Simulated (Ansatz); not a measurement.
**C₂H₈ClNOSn: one species, many methods**

How much do the methods differ for C₂H₈ClNOSn? The plan is to run it at one geometry with functionals of several rungs and with coupled cluster, and see how far each lands from CCSD(T) at the basis-set limit for the atomisation energy.

Method: functionals in def2-TZVPP, the program's frozen cores in correlated methods; program: Ansatz 0.2.0, Gaussian basis.

Plan: PBE-D4, r2SCAN-D4, PBE0-D4, B3LYP-D4, ωB97X-V, ωB97M-V, B2PLYP; CCSD(T)/def2-TZVPP; MP2/def2-QZVPP; extrapolation to the limit.

## Step 1: The relaxed structure

An earlier PBE0-D4 in a triple-zeta def2 set relaxation fixed the geometry. Sn takes the def2 core potential; no spin-orbit term is included.

SMILES `C[NH][SnH]([Cl])[O]C`, 14 atoms, charge 0, spin multiplicity 1.

Atoms are counted from 1 here; the program's logs count them from 0.

Bond lengths: C1–N2 1.455 Å, C1–H7 1.094 Å, C1–H8 1.094 Å, C1–H9 1.097 Å, N2–Sn3 2.005 Å, N2–H10 1.012 Å, Sn3–Cl4 2.346 Å, Sn3–O5 1.947 Å, Sn3–H11 1.692 Å, O5–C6 1.409 Å, C6–H12 1.098 Å, C6–H13 1.093 Å, C6–H14 1.096 Å. Angles: N2–C1–H7 109.8°, N2–C1–H8 109.8°, N2–C1–H9 114.6°, H7–C1–H8 106.7°, H7–C1–H9 108.1°, H8–C1–H9 107.5°, C1–N2–Sn3 118.9°, C1–N2–H10 111.3°, Sn3–N2–H10 112.0°, N2–Sn3–Cl4 109.7°, N2–Sn3–O5 108.3°, N2–Sn3–H11 113.8°, Cl4–Sn3–O5 106.4°, Cl4–Sn3–H11 109.1°, O5–Sn3–H11 109.4°, Sn3–O5–C6 121.2°, O5–C6–H12 112.2°, O5–C6–H13 107.8° and more.

## Step 2: PBE-D4 (GGA)

Input file in.yaml:

```yaml
crystal:
  periodic: [false, false, false]
  atoms:
    - {symbol: C, position_ang: [-1.543330, 0.189732, -1.998578]}
    - {symbol: N, position_ang: [-1.196544, 0.287337, -0.588610]}
    - {symbol: Sn, position_ang: [0.027210, -1.087297, 0.206101]}
    - {symbol: Cl, position_ang: [1.980518, -1.244774, -1.082785]}
    - {symbol: O, position_ang: [0.579424, -0.467789, 1.966856]}
    - {symbol: C, position_ang: [1.493574, 0.594297, 2.112312]}
    - {symbol: H, position_ang: [-2.353789, 0.887204, -2.229722]}
    - {symbol: H, position_ang: [-1.919126, -0.813275, -2.219331]}
    - {symbol: H, position_ang: [-0.713239, 0.390867, -2.687502]}
    - {symbol: H, position_ang: [-0.920077, 1.228578, -0.341744]}
    - {symbol: H, position_ang: [-0.670273, -2.622247, 0.344035]}
    - {symbol: H, position_ang: [1.060684, 1.558065, 1.812680]}
    - {symbol: H, position_ang: [1.761805, 0.662699, 3.169842]}
    - {symbol: H, position_ang: [2.413174, 0.436584, 1.536457]}
basis:
  gaussian: {orbitals: def2-TZVPP}
hamiltonian: {xc: pbe, dispersion: d4}
output: {forces: true, orbitals: {seedname: orbitals}}
```

Command:

```sh
ansatz run in.yaml --threads 2 --pin off --events-out ev --progress --plain --max-ram 32768MiB --backend cuda --devices 0, --max-vram 18GiB
```

Further steps of the session: r2SCAN-D4 (meta-GGA); PBE0-D4 (hybrid); B3LYP-D4 (hybrid); ωB97X-V (range-separated); ωB97M-V (range-separated); B2PLYP (double hybrid); CCSD(T) in def2-TZVPP; MP2 in def2-QZVPP.

**Question.** What will the summary of the whole plan be? Wanted: atomisation energy, CCSD(T)/CBS; farthest; mean size of error, hybrid; mean size of error, range-separated; gap, smallest and largest; T1 diagnostic; triples share of the correlation energy.

As calculated:

| quantity | value |
| --- | --- |
| atomisation energy, CCSD(T)/CBS | 50.124 eV |
| functionals within 0.501 eV (1.0 %) | r2SCAN-D4, PBE0-D4, B3LYP-D4, ωB97X-V, ωB97M-V |
| farthest | B2PLYP (-0.956 eV) |
| mean size of error, hybrid | 0.364 eV |
| mean size of error, range-separated | 0.092 eV |
| gap, smallest and largest | 3.95 eV (PBE-D4), 10.85 eV (ωB97X-V) |
| T1 diagnostic | 0.0126 |
| triples share of the correlation energy | 3.6 % |

What this shows: PBE-D4 misses by +0.660 eV. Double hybrids carry the basis error of their MP2 part in triple zeta, and no dispersion term here, so their miss is partly the set-up's. The reference freezes the cores and leaves out spin-orbit coupling and excitations past (T), and its outer-core shells are covered unevenly, so misses under about 0.501 eV can't be ranked. All levels share the lack of spin-orbit coupling, which lowers the free heavy atoms and so the true binding. Hartree-Fock recovers 70 % of the binding; the rest is correlation. Orbital gaps span 4.0 to 10.9 eV; exact exchange widens them. Correlated methods include outer-core shells of Sn, which these sets cover unevenly.
